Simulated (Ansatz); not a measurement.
**C2H5FSn: up Jacob's ladder to CCSD(T)**

One table from this session's results is given with a row withheld; the runs are named, their logs left out.

Program: Ansatz 0.2.0, Gaussian basis. Level of theory: functionals in def2-TZVPP, the program's frozen cores in correlated methods. These are calculated values, not measurements.

Levels to be run: LDA (SPW92), PBE-D4, revPBE-D4, BLYP-D4, r2SCAN-D4, B97M-V, PBE0-D4, B3LYP-D4, r2SCANh-D4, r2SCAN0-D4, HSE06-D4, BHLYP-D4, CAM-B3LYP-D4, LC-ωPBE, ωB97X-V, ωB97M-V, B2PLYP, PBE-QIDH; CCSD(T)/def2-SVP; CCSD(T)/def2-TZVPP; MP2/def2-QZVPP; extrapolation to the limit; RPA on PBE.

### Structure used throughout

All runs share one geometry, relaxed beforehand with PBE0-D4 in a triple-zeta def2 set. Sn takes the def2 core potential; no spin-orbit term is included.

SMILES `C=[C](F)[SnH3]`, 9 atoms, charge 0, spin multiplicity 1.

Atoms are counted from 1 here; the program's logs count them from 0.

Bond lengths: C1–C2 1.322 Å, C1–H5 1.082 Å, C1–H6 1.085 Å, C2–F3 1.351 Å, C2–Sn4 2.149 Å, Sn4–H7 1.701 Å, Sn4–H8 1.704 Å, Sn4–H9 1.704 Å. Angles: C2–C1–H5 120.0°, C2–C1–H6 121.5°, H5–C1–H6 118.5°, C1–C2–F3 119.0°, C1–C2–Sn4 126.8°, F3–C2–Sn4 114.2°, C2–Sn4–H7 108.0°, C2–Sn4–H8 109.0°, C2–Sn4–H9 109.0°, H7–Sn4–H8 110.7°, H7–Sn4–H9 110.7°, H8–Sn4–H9 109.4°.

Coordinates:

```mol
C2H5FSn
  3D, bonds by distance, orders not assigned

  9  8  0  0  0  0  0  0  0  0999 V2000
    1.4456    0.7474   -0.5153 C   0  0
    0.1432    0.5333   -0.5830 C   0  0
   -0.5829    1.1957   -1.5106 F   0  0
   -1.0088   -0.7942    0.6529 Sn  0  0
    2.0428    0.2257    0.2210 H   0  0
    1.9415    1.4410   -1.1864 H   0  0
   -2.6333   -0.6980    0.1572 H   0  0
   -0.4140   -2.3805    0.4662 H   0  0
   -0.8455   -0.3167    2.2808 H   0  0
  1  2  8  0
  2  3  8  0
  2  4  8  0
  1  5  8  0
  1  6  8  0
  4  7  8  0
  4  8  8  0
  4  9  8  0
M  END
```

Set-up of the first run:

The input, in.yaml:

```yaml
crystal:
  periodic: [false, false, false]
  atoms:
    - {symbol: C, position_ang: [1.445624, 0.747358, -0.515293]}
    - {symbol: C, position_ang: [0.143165, 0.533270, -0.582962]}
    - {symbol: F, position_ang: [-0.582889, 1.195667, -1.510562]}
    - {symbol: Sn, position_ang: [-1.008848, -0.794193, 0.652868]}
    - {symbol: H, position_ang: [2.042818, 0.225734, 0.220952]}
    - {symbol: H, position_ang: [1.941469, 1.441047, -1.186420]}
    - {symbol: H, position_ang: [-2.633306, -0.698033, 0.157171]}
    - {symbol: H, position_ang: [-0.414019, -2.380466, 0.466227]}
    - {symbol: H, position_ang: [-0.845514, -0.316683, 2.280820]}
basis:
  gaussian: {orbitals: def2-TZVPP}
hamiltonian: {xc: lda}
output: {orbitals: {seedname: orbitals}}
```

Among the steps run: LDA; PBE-D4 (GGA); revPBE-D4 (GGA); BLYP-D4 (GGA); r2SCAN-D4 (meta-GGA); B97M-V (meta-GGA); PBE0-D4 (hybrid); B3LYP-D4 (hybrid); r2SCANh-D4 (hybrid); r2SCAN0-D4 (hybrid); HSE06-D4 (hybrid); BHLYP-D4 (hybrid); CAM-B3LYP-D4 (range-separated); LC-ωPBE (range-separated); ωB97X-V (range-separated); ωB97M-V (range-separated); B2PLYP (double hybrid); PBE-QIDH (double hybrid).

One of the session's tables, all rows but one given; the rest of the session is left out.

It belongs to the step «Orbital energies across the functionals». 

```
  functional  HOMO (eV)  gap (eV)
 LDA (SPW92)          ?         ?
      PBE-D4      -6.45      5.21
   revPBE-D4      -6.38      5.24
     BLYP-D4      -6.30      5.18
   r2SCAN-D4      -6.67      5.63
      B97M-V      -6.73      5.68
     PBE0-D4      -7.66      7.37
    B3LYP-D4      -7.43      6.90
  r2SCANh-D4      -7.13      6.44
  r2SCAN0-D4      -7.81      7.63
    HSE06-D4      -7.26      6.58
    BHLYP-D4      -8.71      9.41
CAM-B3LYP-D4      -9.01      9.80
     LC-ωPBE     -10.39     12.34
     ωB97X-V     -10.00     11.86
     ωB97M-V      -9.90     11.41
```

Estimate the missing values for LDA (SPW92).

The run gave: HOMO (eV): -6.63; gap (eV): 5.17. In the column «HOMO (eV)» it lies between r2SCAN-D4 (-6.67) and PBE-D4 (-6.45).
